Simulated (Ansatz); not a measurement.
# WSiH3+ (singlet): from Hartree-Fock to the top rungs at distance W1–Si2 = 4.360 Å, def2-SVP

One table from this session's results is given with a row withheld; the runs are named, their logs left out.

Method: def2-SVP, core rule «outside noble gas», up to 9 orbitals frozen; program: Ansatz 0.2.0, Gaussian basis.

Plan: UHF; CCSD(T) on RHF; CCSD(T) on UHF; CISD; CCSDT(Q) on RHF; CASSCF and NEVPT2, 2 electrons in 2 orbitals; CASSCF and NEVPT2, 8 electrons in 8 orbitals.

19 further runs of the same task are left out: 1 for a known fault of the program, 14 that didn't finish, 4 set aside as unsound or not needed.

### The system

The geometry derives from a PBE0/def2-TZVP stationary point (not a proven minimum). One bond is set to the value named and the two fragments are kept rigid. No spin-orbit coupling is included. Elements past krypton take def2 core potentials.

5 atoms, charge 1, spin multiplicity 1.

Atoms are counted from 1 here; the program's logs count them from 0.

Bond lengths: W1–H3 1.670 Å, Si2–H4 1.481 Å, Si2–H5 1.489 Å. Angles: H4–Si2–H5 115.1°.

Set-up of the first run:

The input, in.yaml:

```yaml
crystal:
  periodic: [false, false, false]
  atoms:
    - {symbol: W, position_ang: [0.006320, -0.006821, 0.618549]}
    - {symbol: Si, position_ang: [0.010249, 0.006721, -3.741428]}
    - {symbol: H, position_ang: [-1.238019, 1.100438, 0.493462]}
    - {symbol: H, position_ang: [0.528870, 1.055050, -4.649210]}
    - {symbol: H, position_ang: [-0.729121, -1.098615, -4.410466]}
basis:
  gaussian: {orbitals: def2-SVP}
total_charge: 1
magnetization: {spin_polarized: true, initial_magnetization: 0}
hamiltonian: {xc: hf}
output: {orbitals: {seedname: orbitals}}
```

Run with:

```sh
$ ansatz run in.yaml --threads 1 --pin off --events-out ev --progress --plain --max-ram 2393MiB
```

Steps of the session up to this table: UHF; CCSD(T) on RHF; CCSD(T) on UHF; CISD; CCSDT(Q) on RHF; CASSCF and NEVPT2, 2 electrons in 2 orbitals; CASSCF and NEVPT2, 8 electrons in 8 orbitals.

One table of the session follows, with a row left open; its other results are not shown here.

```
     method  from RCCSDT(Q) (meV)
        RHF               +6833.9
        UHF               +4979.1
       RMP2                     ?
       UMP2               +1178.5
       CISD               +1518.0
      RCCSD                +731.5
      UCCSD                -292.7
   RCCSD(T)                +449.3
   UCCSD(T)                -680.0
     RCCSDT                +111.9
  RCCSDT(Q)                     0
CASSCF pair               +6303.6
NEVPT2 pair               +2092.2
```

Q: Estimate the row for RMP2 from the others.

The run gave: from RCCSDT(Q) (meV): +2166.5. In the column «from RCCSDT(Q) (meV)» it lies between NEVPT2 pair (+2092.2) and UHF (+4979.1).

Left out of the table: CASSCF frontier, NEVPT2 frontier (the active space lost an orbital or holds another state than full CI finds).

Limits of these values: The determinant is far from a pure spin state, so its energy mixes those of several spin states (harmless only where they are near-degenerate, as at dissociation). The program flags RCCSD(T), UCCSD(T) as in doubt, so those rows may rest on another solution; read them beside their warnings. Warnings: restricted reference is unstable; spin contamination; coupled cluster took another determinant than the lowest; large T1 diagnostic. Restricted and unrestricted rows rest on different reference determinants; where their highest levels disagree by more than a few hundredths of an eV, they describe different states and don't form one ladder. Warnings in the runs' records: passed over end.
